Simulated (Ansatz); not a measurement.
# K (K, hcp): the cost of one run

Computed with Ansatz 0.2.0 (DFT r2SCAN, plane waves (500 eV) with PAW, scalar-relativistic; the PAW data stem from PBE, with regenerated cores, unless a step says otherwise).

## 1. The system as given

Symmetry: P6_3/mmc, No. 194, hexagonal system. The conventional cell has a = 4.655 Å, b = 4.655 Å, c = 7.602 Å, α = 90.00°, β = 90.00°, γ = 120.00°.

Structure file:

```cif
data_structure
_symmetry_space_group_name_H-M 'P 1'
_symmetry_Int_Tables_number 1
_cell_length_a 4.6549
_cell_length_b 4.6549
_cell_length_c 7.6015
_cell_angle_alpha 90.000
_cell_angle_beta 90.000
_cell_angle_gamma 120.000
_cell_volume 142.65
loop_
_atom_site_label
_atom_site_type_symbol
_atom_site_fract_x
_atom_site_fract_y
_atom_site_fract_z
_atom_site_occupancy
K1 K 0.33333 0.66667 0.25000 1
K2 K 0.66667 0.33333 0.75000 1
```

## 2. Geometry optimisation

input.yaml reads:

```yaml
crystal:
  lattice:
    - [4.6549393048, 0.0, 0.0]
    - [-2.3274696524, 4.031295691, 0.0]
    - [0.0, 0.0, 7.6015158847]
  atoms:
    - { symbol: K, position: [0.3333333333, 0.6666666667, 0.25] }
    - { symbol: K, position: [0.6666666667, 0.3333333333, 0.75] }
hamiltonian:
  xc: r2scan
  pseudopotentials:
    kind: paw
    azcp:
      K: "pseudopotentials/K.paw.azcp"
basis:
  ecutwfc: 500
  fft_grid_basis: typed
kpoints:
  mp_grid: { grid: [8, 8, 4], shift: [0, 0, 0] }
magnetization:
  spin_polarized: false
scf:
  occupations: { method: fermi_dirac, width: 0.1 }
relax:
  max_steps: 60
  f_tol: 0.01
  cell: {}
```

Started as:

```
> ansatz run input.yaml --threads 1 --pin off --max-ram 3584MiB --backend cpu --events-out ev --progress --plain --runs-dir out
```

Q: Estimate wall time and peak memory on 1 thread of Intel Xeon Platinum 8259CL at 2.50GHz (Skylake/Cascade Lake), shared host.

About 41 s, with a peak of 0.91 GiB.
